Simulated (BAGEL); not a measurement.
# C2H3BFP (SMILES C#CB(F)P): HF/3-21G (density fitting with qzvpp-jkfit)

What is the vertical ionisation energy of C2H3BFP at HF/3-21G (density fitting with qzvpp-jkfit)? 

The results are computed with BAGEL 1.2.2.

1 further run of the same task is left out (set aside as unsound or not needed).

## Step 1: The structure to begin with

C2H3BFP: 8 atoms, total charge 0, spin state singlet. As SMILES, `C#CB(F)P`. The shape is that of a GFN2-xTB optimisation. This is one conformer, not always the lowest.

Bond lengths: C1–C2 1.205 Å, C2–B3 1.512 Å, B3–F4 1.323 Å, B3–P5 1.909 Å, C1–H6 1.052 Å, P5–H7 1.384 Å, P5–H8 1.382 Å. Angles: C1–C2–B3 177.2°, C2–B3–F4 119.7°, C2–B3–P5 122.1°, F4–B3–P5 118.1°, C2–C1–H6 179.0°, B3–P5–H7 96.7°, B3–P5–H8 97.4°, H7–P5–H8 95.2°.

## Step 2: A single-point energy at HF/3-21G (density fitting with qzvpp-jkfit)

File input.json:

```json
{ "bagel": [

{
  "title": "molecule",
  "basis": "3-21g",
  "df_basis": "qzvpp-jkfit",
  "angstrom": true,
  "geometry": [
    { "atom": "C", "xyz": [    0.458610,   -0.012650,    2.212220 ] },
    { "atom": "C", "xyz": [    0.160220,    0.312990,    1.091070 ] },
    { "atom": "B", "xyz": [   -0.204710,    0.651160,   -0.336690 ] },
    { "atom": "F", "xyz": [   -0.172500,    1.910760,   -0.741070 ] },
    { "atom": "P", "xyz": [   -0.853080,   -0.666640,   -1.555670 ] },
    { "atom": "H", "xyz": [    0.715580,   -0.279800,    3.197190 ] },
    { "atom": "H", "xyz": [   -0.130040,   -0.239190,   -2.655260 ] },
    { "atom": "H", "xyz": [    0.025920,   -1.676630,   -1.211790 ] }
  ]
},
{ "title": "hf" },
{ "title": "print", "file": "orbitals.molden", "orbitals": true }

]}
```

Run with:

```sh
$ BAGEL_NUM_THREADS=1 BAGEL input.json > input.out
```

What it wrote:

```text
* using 1 threads per process

  ===============================================================
  ===============================================================

  *** Geometry ***

  { "atom" : "C", "xyz" : [      0.866647,     -0.023905,      4.180490 ] },
  { "atom" : "C", "xyz" : [      0.302772,      0.591465,      2.061823 ] },
  { "atom" : "B", "xyz" : [     -0.386846,      1.230514,     -0.636252 ] },
  { "atom" : "F", "xyz" : [     -0.325978,      3.610813,     -1.400419 ] },
  { "atom" : "P", "xyz" : [     -1.612088,     -1.259767,     -2.939790 ] },
  { "atom" : "H", "xyz" : [      1.352250,     -0.528745,      6.041813 ] },
  { "atom" : "H", "xyz" : [     -0.245740,     -0.452004,     -5.017714 ] },
  { "atom" : "H", "xyz" : [      0.048982,     -3.168372,     -2.289951 ] },

  Number of auxiliary basis functions:      484

  Since a DF basis is specified, we compute 2- and 3-index integrals:
    o Being stored without compression. Storage requirement is 0.012 GB

  Number of basis functions:       55
  Number of electrons      :       44

    * METHOD: MOLECULE                             0.17

  *** RHF ***

  === Nuclear Repulsion ===
   171.9925015184

      * DIIS with orbital gradients will be used.

  === RHF iteration (3-21g) ===
      0       -539.38430372          0.02035123           0.04
      1       -539.48132418          0.01065253           0.04
      2       -539.50305735          0.00184940           0.04
      3       -539.50437211          0.00043141           0.04
      4       -539.50445248          0.00016987           0.04
      5       -539.50446680          0.00009052           0.04
      6       -539.50447204          0.00005065           0.04
      7       -539.50447511          0.00001930           0.04
      8       -539.50447556          0.00000798           0.04
      9       -539.50447561          0.00000369           0.04
     10       -539.50447562          0.00000088           0.04
     11       -539.50447562          0.00000039           0.04
     12       -539.50447562          0.00000019           0.04
     13       -539.50447562          0.00000006           0.04
     14       -539.50447562          0.00000002           0.04
     15       -539.50447562          0.00000001           0.04
    * SCF iteration converged.

    * Permanent dipole moment:
           (   -0.590400,     0.443466,    -0.572388) a.u.

    * METHOD: HF                                   0.82

    * METHOD: PRINT                                0.00

  ===============================================================
```

Run time: 1.2 s. Hardware: 1 thread of Arm Neoverse V2, shared host.

## Step 3: The doublet cation, same level

File hf.json:

```json
{ "bagel": [

{
  "title": "molecule",
  "basis": "3-21g",
  "df_basis": "qzvpp-jkfit",
  "angstrom": true,
  "geometry": [
    { "atom": "C", "xyz": [    0.458610,   -0.012650,    2.212220 ] },
    { "atom": "C", "xyz": [    0.160220,    0.312990,    1.091070 ] },
    { "atom": "B", "xyz": [   -0.204710,    0.651160,   -0.336690 ] },
    { "atom": "F", "xyz": [   -0.172500,    1.910760,   -0.741070 ] },
    { "atom": "P", "xyz": [   -0.853080,   -0.666640,   -1.555670 ] },
    { "atom": "H", "xyz": [    0.715580,   -0.279800,    3.197190 ] },
    { "atom": "H", "xyz": [   -0.130040,   -0.239190,   -2.655260 ] },
    { "atom": "H", "xyz": [    0.025920,   -1.676630,   -1.211790 ] }
  ]
},
{ "title": "uhf", "charge": 1, "nopen": 1 },
{ "title": "print", "file": "orbitals.molden", "orbitals": true }

]}
```

Run with:

```sh
$ BAGEL_NUM_THREADS=1 BAGEL hf.json > hf.out
```

What it wrote:

```text
* using 1 threads per process

  ===============================================================
  ===============================================================

  *** Geometry ***

  { "atom" : "C", "xyz" : [      0.866647,     -0.023905,      4.180490 ] },
  { "atom" : "C", "xyz" : [      0.302772,      0.591465,      2.061823 ] },
  { "atom" : "B", "xyz" : [     -0.386846,      1.230514,     -0.636252 ] },
  { "atom" : "F", "xyz" : [     -0.325978,      3.610813,     -1.400419 ] },
  { "atom" : "P", "xyz" : [     -1.612088,     -1.259767,     -2.939790 ] },
  { "atom" : "H", "xyz" : [      1.352250,     -0.528745,      6.041813 ] },
  { "atom" : "H", "xyz" : [     -0.245740,     -0.452004,     -5.017714 ] },
  { "atom" : "H", "xyz" : [      0.048982,     -3.168372,     -2.289951 ] },

  Number of auxiliary basis functions:      484

  Since a DF basis is specified, we compute 2- and 3-index integrals:
    o Being stored without compression. Storage requirement is 0.012 GB

  Number of basis functions:       55
  Number of electrons      :       44

    * METHOD: MOLECULE                             0.17

  *** Open-shell HF ***

  === Nuclear Repulsion ===
   171.9925015184

      * DIIS with orbital gradients will be used.

  === UHF iteration (3-21g) ===
      0       -539.01219560          0.04315170           0.09
      1       -539.13147410          0.02571756           0.09
      2       -539.15559444          0.01652463           0.09
      3       -539.16905368          0.00192691           0.09
      4       -539.17007098          0.00120530           0.09
      5       -539.17061003          0.00062815           0.09
      6       -539.17092331          0.00039064           0.09
      7       -539.17107530          0.00020586           0.09
      8       -539.17112443          0.00009041           0.09
      9       -539.17113776          0.00004227           0.09
[... 33 lines of this table left out ...]
     43       -539.17120821          0.00000006           0.09
     44       -539.17120821          0.00000002           0.09
     45       -539.17120821          0.00000002           0.09
     46       -539.17120821          0.00000001           0.09
    * SCF iteration converged.

    * S^2 (UHF) is 0.7837

    * Permanent dipole moment:
           (    0.367448,     1.934555,     0.854644) a.u.

    * METHOD: UHF                                  4.21

    * METHOD: PRINT                                0.00

  ===============================================================
```

Wall time 4.8 s (1 thread of Arm Neoverse V2, shared host).

## Step 4: Results

Level: HF/3-21G (density fitting with qzvpp-jkfit).

```
                                          quantity          value
                     singlet C2H3BFP: total energy  -539.50448 Eh
                    singlet C2H3BFP: dipole moment         2.37 D
                      singlet C2H3BFP: HOMO energy      -10.15 eV
                      singlet C2H3BFP: LUMO energy        2.04 eV
                    singlet C2H3BFP: HOMO–LUMO gap       12.18 eV
                      doublet cation: total energy  -539.17121 Eh
                              doublet cation: ⟨S²⟩          0.784
vertical ionisation energy (to the doublet cation)       9.069 eV
```

What this shows: The vertical ionisation energy comes to 9.07 eV (875 kJ/mol). The negative HOMO energy of the first species, 10.15 eV, lies 1.08 eV above that difference.
